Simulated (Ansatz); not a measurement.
# CF3NOTi: the cost of one run

The runs use Ansatz 0.2.0, Gaussian basis; the settings change from run to run.

### Step 1. The molecule

The geometry comes from an earlier relaxation with PBE0-D4 in a triple-zeta def2 set; it is a stationary point, not always the lowest conformer.

SMILES `O=C=[N][Ti]([F])([F])[F]`, 7 atoms, charge 0, spin multiplicity 1.

Atoms are counted from 1 here; the program's logs count them from 0.

Bond lengths: O1–C2 1.159 Å, C2–N3 1.205 Å, N3–Ti4 1.862 Å, Ti4–F5 1.741 Å, Ti4–F6 1.741 Å, Ti4–F7 1.741 Å. Angles: O1–C2–N3 180.0°, C2–N3–Ti4 179.2°, N3–Ti4–F5 109.6°, N3–Ti4–F6 109.6°, N3–Ti4–F7 109.6°, F5–Ti4–F6 109.3°, F5–Ti4–F7 109.4°, F6–Ti4–F7 109.4°.

Geometry (Å):

```xyz
7
charge 0, multiplicity 1
O     0.48764    3.01201    0.81666
C     0.31066    1.90846    0.51001
N     0.12640    0.76156    0.19036
Ti   -0.15076   -1.01902   -0.28016
F    -1.37514   -1.71021    0.74639
F     1.33227   -1.91063   -0.08956
F    -0.66977   -1.11007   -1.93940
```

### Step 2. B2GP-PLYP/def2-SVP

Contents of in.yaml:

```yaml
crystal:
  periodic: [false, false, false]
  atoms:
    - {symbol: O, position_ang: [0.487640, 3.012012, 0.816659]}
    - {symbol: C, position_ang: [0.310659, 1.908464, 0.510008]}
    - {symbol: N, position_ang: [0.126400, 0.761556, 0.190360]}
    - {symbol: Ti, position_ang: [-0.150756, -1.019021, -0.280158]}
    - {symbol: F, position_ang: [-1.375139, -1.710210, 0.746390]}
    - {symbol: F, position_ang: [1.332267, -1.910628, -0.089562]}
    - {symbol: F, position_ang: [-0.669772, -1.110073, -1.939396]}
basis:
  gaussian: {orbitals: def2-SVP}
hamiltonian: {xc: {name: B2GP-PLYP}}
output: {forces: true}
```

The run is started by

```console
> ansatz run in.yaml --threads 4 --pin off --events-out ev --progress --plain --max-ram 11315MiB
```

Q: Estimate wall time and peak memory on 4 threads of Arm Neoverse V1, shared host.

About 6.5 s, with a peak of 0.31 GiB.
